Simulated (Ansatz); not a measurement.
# Ge: the cost of one run

Method: DFT LDA, scalar-relativistic, plane waves, PAW, in Ansatz 0.2.0.

1 further run of the same task is left out (set aside as unsound or not needed).

### Step 1. The starting structure

The structure is cubic, space group Fd-3m (No. 227). Conventional cell: a = 5.621 Å, b = 5.621 Å, c = 5.621 Å, α = 90.00°, β = 90.00°, γ = 90.00°. Ge (site symmetry -43m) is surrounded by 4 Ge at 2.43 Å.

Structure file:

```cif
data_structure
_symmetry_space_group_name_H-M 'Fd-3m:1'
_symmetry_Int_Tables_number 227
_cell_length_a 5.6214
_cell_length_b 5.6214
_cell_length_c 5.6214
_cell_angle_alpha 90.000
_cell_angle_beta 90.000
_cell_angle_gamma 90.000
_cell_volume 177.64
loop_
_atom_site_label
_atom_site_type_symbol
_atom_site_symmetry_multiplicity
_atom_site_Wyckoff_symbol
_atom_site_fract_x
_atom_site_fract_y
_atom_site_fract_z
_atom_site_occupancy
Ge1 Ge 8 b 0.00000 0.00000 0.50000 1
```

It goes back to an entry of the Materials Project.

It is the result of an earlier relaxation at this level (volume 22.21 Å³/atom; gap on the mesh: none (metal)).

### Step 2. The bulk in the cell of the plane

The input, input.yaml:

```yaml
crystal:
  lattice:
    - [3.9749643228, 0.0, 0.0]
    - [0.0, 3.9749643228, 0.0]
    - [-1.9874821614, -1.9874821614, 2.8107242277]
  atoms:
    - { symbol: Ge, position: [0.0, 0.0, 0.0] }
    - { symbol: Ge, position: [0.75, 0.25, 0.5] }
basis:
  ecutwfc: 420
kpoints:
  mp_grid: { grid: [9, 9, 12] }
hamiltonian:
  xc: lda
scf:
  occupations: { method: gaussian, width: 0.1 }
output:
  forces: true
  stress: true
  eigenvalues: true
  write_density: true
  write_potential: true
  elf: true
  volumetric_format: npy
```

Launch:

```
> ansatz run input.yaml --threads 4 --pin off --max-ram 8192MiB --backend cpu --events-out ev --progress --plain --runs-dir out
```

**Question.** How long does this run take on 4 threads of Arm Neoverse V2, shared host, and how much memory does it need?

About 3 s, with a peak of 0.46 GiB.
